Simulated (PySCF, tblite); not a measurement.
**C4H6OSSi: geometry, infrared bands and NMR shifts**

Aim: predict the infrared bands and NMR shifts of C4H6OSSi (`[SiH3]Oc1ccsc1`).

Computed with tblite 0.8.0 and PySCF 2.14.0, with density-fitted response routines of our own, on a single molecule in the gas phase. Atoms count from 0, in the outputs and in this text.

**1. The molecule as given**

13 atoms, charge 0, multiplicity 1; geometry from: force field or distance geometry start.

Bonds of the start (Å): Si0–O1 1.75, O1–C2 1.40, C2–C3 1.36, C3–C4 1.37, C4–S5 1.80, S5–C6 1.88, C6–C2 1.37, Si0–H7 1.46, Si0–H8 1.48, Si0–H9 1.46, C3–H10 1.09, C4–H11 1.09, C6–H12 1.08.

**2. Geometry optimisation with GFN2-xTB**

Job settings and geometry (Å):

```
{"job": {"kind": "relax", "xc": "GFN2-xTB", "basis": "xTB"}, "charge": 0, "multiplicity": 1}
Si     2.392100     0.058600     0.030600
O      0.944300     0.970400    -0.340800
C     -0.284600     0.326900    -0.168300
C     -1.472900     0.989700    -0.103200
C     -2.554200     0.172500     0.066400
S     -2.194500    -1.587900     0.124800
C     -0.415500    -1.031500    -0.082800
H      2.306100    -1.321900    -0.430200
H      2.565800     0.006800     1.496600
H      3.551600     0.752900    -0.512000
H     -1.562600     2.078100    -0.152700
H     -3.616100     0.394300     0.151300
H      0.336100    -1.808400    -0.097400
```

Launch:

```console
$ OMP_NUM_THREADS=1 python probes_run.py task.json out
```

One launch serves the whole session: the jobs run in the order shown.

**Question.** This job is followed by: GFN2-xTB harmonic vibrations, gas phase; GIAO PBE0/pcSseg-1 NMR shielding, non-relativistic, gas phase. Predict these results of the whole session: strongest single infrared mode (GFN2-xTB); zero-point energy (GFN2-xTB); 13C shifts against TMS (PBE0/pcSseg-1); 1H shifts against TMS (PBE0/pcSseg-1, means over atoms taken as alike); 29Si shifts against TMS (PBE0/pcSseg-1); 17O shifts against H2O (PBE0/pcSseg-1); 33S shifts against CS2 (PBE0/pcSseg-1).

As calculated:

| quantity | value |
| --- | --- |
| strongest single infrared mode (GFN2-xTB) | 2236 cm⁻¹, 395 km/mol |
| zero-point energy (GFN2-xTB) | 52.5 kcal/mol |
| 13C shifts against TMS (PBE0/pcSseg-1) | 160.0, 133.3, 126.9, 106.8 ppm |
| 1H shifts against TMS (PBE0/pcSseg-1, means over atoms taken as alike) | 7.10, 6.95, 6.05, 5.11 ppm |
| 29Si shifts against TMS (PBE0/pcSseg-1) | -40.7 ppm |
| 17O shifts against H2O (PBE0/pcSseg-1) | 79.6 ppm |
| 33S shifts against CS2 (PBE0/pcSseg-1) | 181 ppm |

Relaxing lowered the energy by 0.942 eV in 89 steps; the close pair that moved most is S5–C6, from 1.876 to 1.718 Å. No mode is imaginary among the 33: a minimum at this level. The strongest single mode, at 2236 cm⁻¹, moves mainly H8 and H7. GFN2-xTB is a fitted tight-binding method: band positions and strengths are rough. Its intensities can rank the bands wrongly. At PBE0/pcSseg-1: The widest tensor belongs to S5: span 249 ppm, with a paramagnetic part of -734 ppm. NICS(1)zz of -25 ppm above the planar ring from C2 marks a diatropic (aromatic) ring current.
